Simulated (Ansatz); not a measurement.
# Ge21H32 ring disc (AlGe19H32P): the relaxed shape and its frontier levels

Aim: characterise Ge21H32 ring disc (AlGe19H32P) as a singlet: its structure, frontier levels and distribution of charge.

Method: RKS PBE0-D4/def2-TZVP; program: Ansatz 0.2.0, Gaussian basis.

Plan: relaxation at PBE-D4/def2-SVP; a single point at PBE0-D4/def2-TZVP.

1 further run of the same task is left out (set aside as unsound or not needed). Runs told in other sessions of the task aren't counted.

### 1 The system as given

53 atoms, charge 0, spin multiplicity 1.

Atoms are counted from 1 here; the program's logs count them from 0.

Bond lengths: P1–Ge12 2.341 Å, P1–Ge13 2.341 Å, P1–Ge14 2.383 Å, P1–H22 1.382 Å, Ge2–Ge13 2.421 Å, Ge2–Ge15 2.450 Å, Ge2–H23 1.523 Å, Ge2–H24 1.529 Å, Ge3–Ge15 2.447 Å, Ge3–Ge16 2.407 Å, Ge3–H25 1.526 Å, Ge3–H26 1.523 Å, Ge4–Ge12 2.422 Å, Ge4–Ge17 2.449 Å, Ge4–H27 1.529 Å, Ge4–H28 1.523 Å, Al5–Ge14 2.521 Å, Al5–Ge15 2.501 Å and more. Angles: Ge12–P1–Ge13 111.4°, Ge12–P1–Ge14 117.0°, Ge12–P1–H22 102.2°, Ge13–P1–Ge14 116.9°, Ge13–P1–H22 102.1°, Ge14–P1–H22 104.6°, Ge13–Ge2–Ge15 110.6°, Ge13–Ge2–H23 102.1°, Ge13–Ge2–H24 101.5°, Ge15–Ge2–H23 120.6°, Ge15–Ge2–H24 118.3°, H23–Ge2–H24 101.0°, Ge15–Ge3–Ge16 116.0°, Ge15–Ge3–H25 111.0°, Ge15–Ge3–H26 110.5°, Ge16–Ge3–H25 108.3°, Ge16–Ge3–H26 109.2°, H25–Ge3–H26 100.8° and more.

The start is a GFN2-xTB geometry.

### 2 Optimising with PBE-D4/def2-SVP

The input, in.yaml:

```yaml
crystal:
  periodic: [false, false, false]
  atoms:
    - {symbol: P, position_ang: [-3.101010, -3.103380, 0.401630]}
    - {symbol: Ge, position_ang: [-3.390230, -0.051150, -2.034790]}
    - {symbol: Ge, position_ang: [-3.283390, 2.637830, 0.562470]}
    - {symbol: Ge, position_ang: [-0.047720, -3.386660, -2.033960]}
    - {symbol: Al, position_ang: [-0.370280, -0.366220, 1.003510]}
    - {symbol: Ge, position_ang: [2.635040, -3.276690, 0.567230]}
    - {symbol: Ge, position_ang: [2.585730, -0.598570, -1.975110]}
    - {symbol: Ge, position_ang: [-0.602040, 2.585110, -1.975990]}
    - {symbol: Ge, position_ang: [-0.269210, 5.431520, 0.658570]}
    - {symbol: Ge, position_ang: [2.465410, 2.469180, 0.585890]}
    - {symbol: Ge, position_ang: [5.432300, -0.265420, 0.657420]}
    - {symbol: Ge, position_ang: [-1.834590, -4.572490, -0.909100]}
    - {symbol: Ge, position_ang: [-4.571510, -1.840330, -0.910080]}
    - {symbol: Ge, position_ang: [-1.957330, -1.954730, 2.148870]}
    - {symbol: Ge, position_ang: [-1.796520, 1.019420, -0.512700]}
    - {symbol: Ge, position_ang: [-2.206860, 4.461830, 1.706310]}
    - {symbol: Ge, position_ang: [1.018430, -1.791410, -0.511290]}
    - {symbol: Ge, position_ang: [1.144310, 1.144200, 2.162880]}
    - {symbol: Ge, position_ang: [4.465240, -2.203860, 1.704500]}
    - {symbol: Ge, position_ang: [3.906310, 1.005590, -0.725280]}
    - {symbol: Ge, position_ang: [1.000890, 3.906630, -0.727400]}
    - {symbol: H, position_ang: [-3.961270, -3.964470, 1.055800]}
    - {symbol: H, position_ang: [-4.531970, 0.748920, -2.648840]}
    - {symbol: H, position_ang: [-2.843800, -0.773480, -3.266380]}
    - {symbol: H, position_ang: [-4.225950, 1.946430, 1.542850]}
    - {symbol: H, position_ang: [-4.280050, 3.196560, -0.444060]}
    - {symbol: H, position_ang: [-0.773060, -2.843260, -3.264870]}
    - {symbol: H, position_ang: [0.754530, -4.527790, -2.646530]}
    - {symbol: H, position_ang: [1.942630, -4.213790, 1.552170]}
    - {symbol: H, position_ang: [3.188400, -4.279890, -0.435140]}
    - {symbol: H, position_ang: [1.899730, 0.045550, -3.171400]}
    - {symbol: H, position_ang: [3.517360, -1.582740, -2.672050]}
    - {symbol: H, position_ang: [-1.583660, 3.515890, -2.676660]}
    - {symbol: H, position_ang: [0.045220, 1.897930, -3.168740]}
    - {symbol: H, position_ang: [-0.698800, 6.644260, -0.146710]}
    - {symbol: H, position_ang: [0.603260, 6.061120, 1.729610]}
    - {symbol: H, position_ang: [3.400600, 3.404470, 1.368870]}
    - {symbol: H, position_ang: [6.643200, -0.693910, -0.149770]}
    - {symbol: H, position_ang: [6.063270, 0.607330, 1.727670]}
    - {symbol: H, position_ang: [-2.969900, -5.275170, -1.652810]}
    - {symbol: H, position_ang: [-1.483870, -5.594600, 0.170960]}
    - {symbol: H, position_ang: [-5.269420, -2.976690, -1.657220]}
    - {symbol: H, position_ang: [-5.595880, -1.492360, 0.167420]}
    - {symbol: H, position_ang: [-3.254300, -1.612790, 2.910810]}
    - {symbol: H, position_ang: [-1.615810, -3.249470, 2.914630]}
    - {symbol: H, position_ang: [-3.221190, 5.536390, 2.045890]}
    - {symbol: H, position_ang: [-1.816160, 3.956080, 3.083560]}
    - {symbol: H, position_ang: [2.202120, 0.551010, 3.091320]}
    - {symbol: H, position_ang: [0.575670, 2.193510, 3.114930]}
    - {symbol: H, position_ang: [3.968330, -1.818160, 3.085880]}
    - {symbol: H, position_ang: [5.540340, -3.221290, 2.034710]}
    - {symbol: H, position_ang: [4.732930, 1.828710, -1.720050]}
    - {symbol: H, position_ang: [1.824530, 4.735350, -1.719430]}
basis:
  gaussian: {orbitals: def2-SVP, fitting: {mean_field: def2-universal-jkfit}}
hamiltonian: {xc: pbe, dispersion: d4}
scf: {lower_state_search: "off"}
output: {orbitals: {seedname: orbitals}}
relax: {f_tol: 0.03, max_steps: 70}
```

On the command line:

```bash
$ ansatz run in.yaml --threads 11 --pin off --events-out ev --progress --plain --max-ram 174080MiB --backend cuda --devices 0, --max-vram 75GiB
```

The runs that follow: Single point, PBE0-D4/def2-TZVP.

Q: Predict the results of all the runs planned. Wanted: point group; commonest bond, hydrogen aside; HOMO, LUMO at PBE0-D4/def2-TZVP; dipole at PBE-D4/def2-SVP.

The runs gave:

```
                       quantity                             value
                    point group                                Cs
 commonest bond, hydrogen aside  Ge–Ge, 19 of mean length 2.452 Å
HOMO, LUMO at PBE0-D4/def2-TZVP                   -6.68, -1.64 eV
      dipole at PBE-D4/def2-SVP                            6.34 D
```

In words: The molecule keeps its bonding pattern by the stored test; the atoms moved 0.25 Å (rms). No usable vibrations, so a minimum isn't proven. Whether this spin is the lowest isn't tested here. The point group is read from a loosely relaxed geometry; soft torsions can leave it below the true symmetry.
